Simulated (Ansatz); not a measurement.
**FH3O2SZr: one species, many methods**

The task here is to estimate one member of a computed series from the others.

Program: Ansatz 0.2.0, Gaussian basis. Level of theory: functionals in def2-TZVPP, the program's frozen cores in correlated methods. These are calculated values, not measurements.

Plan: PBE-D4, r2SCAN-D4, PBE0-D4, B3LYP-D4, ωB97X-V, ωB97M-V, B2PLYP; CCSD(T)/def2-TZVPP; MP2/def2-QZVPP; extrapolation to the limit.

## The relaxed structure

All runs share one geometry, relaxed beforehand with PBE0-D4 in a triple-zeta def2 set. Zr takes the def2 core potential; no spin-orbit term is included.

SMILES `[OH][Zr]([OH])([F])[SH]`, 8 atoms, charge 0, spin multiplicity 1.

Atoms are counted from 1 here; the program's logs count them from 0.

Bond lengths: O1–Zr2 1.903 Å, O1–H6 0.953 Å, Zr2–O3 1.907 Å, Zr2–F4 1.911 Å, Zr2–S5 2.467 Å, O3–H7 0.953 Å, S5–H8 1.347 Å. Angles: Zr2–O1–H6 169.8°, O1–Zr2–O3 114.4°, O1–Zr2–F4 110.3°, O1–Zr2–S5 105.5°, O3–Zr2–F4 107.6°, O3–Zr2–S5 108.8°, F4–Zr2–S5 110.3°, Zr2–O3–H7 168.5°, Zr2–S5–H8 91.9°.

The first run:

Input file in.yaml:

```yaml
crystal:
  periodic: [false, false, false]
  atoms:
    - {symbol: O, position_ang: [-1.975525, 0.030356, -0.047149]}
    - {symbol: Zr, position_ang: [-0.099943, -0.063558, -0.355322]}
    - {symbol: O, position_ang: [0.812145, -1.342194, 0.726684]}
    - {symbol: F, position_ang: [0.249667, -0.496959, -2.183345]}
    - {symbol: S, position_ang: [0.765727, 2.185722, 0.169921]}
    - {symbol: H, position_ang: [-2.895151, -0.075061, 0.179182]}
    - {symbol: H, position_ang: [1.103553, -1.987216, 1.364295]}
    - {symbol: H, position_ang: [2.039528, 1.748910, 0.145733]}
basis:
  gaussian: {orbitals: def2-TZVPP}
hamiltonian: {xc: pbe, dispersion: d4}
output: {forces: true, orbitals: {seedname: orbitals}}
```

Started as:

```console
ansatz run in.yaml --threads 2 --pin off --events-out ev --progress --plain --max-ram 22528MiB --backend cpu
```

Steps of the session up to this table: PBE-D4 (GGA); r2SCAN-D4 (meta-GGA); PBE0-D4 (hybrid); B3LYP-D4 (hybrid); ωB97X-V (range-separated); ωB97M-V (range-separated); B2PLYP (double hybrid).

One table of the session follows, with a row left open; its other results are not shown here.

It belongs to the step «Frontier levels by functional». 

```
functional  HOMO (eV)  gap (eV)
    PBE-D4      -6.12      4.45
 r2SCAN-D4      -6.42      4.94
   PBE0-D4      -7.35      6.55
  B3LYP-D4      -7.10      6.06
   ωB97X-V          ?         ?
   ωB97M-V      -9.51     10.00
```

**Question.** Estimate the row for ωB97X-V.

As computed: HOMO (eV): -9.67; gap (eV): 10.70. In the column «HOMO (eV)» it is the lowest.
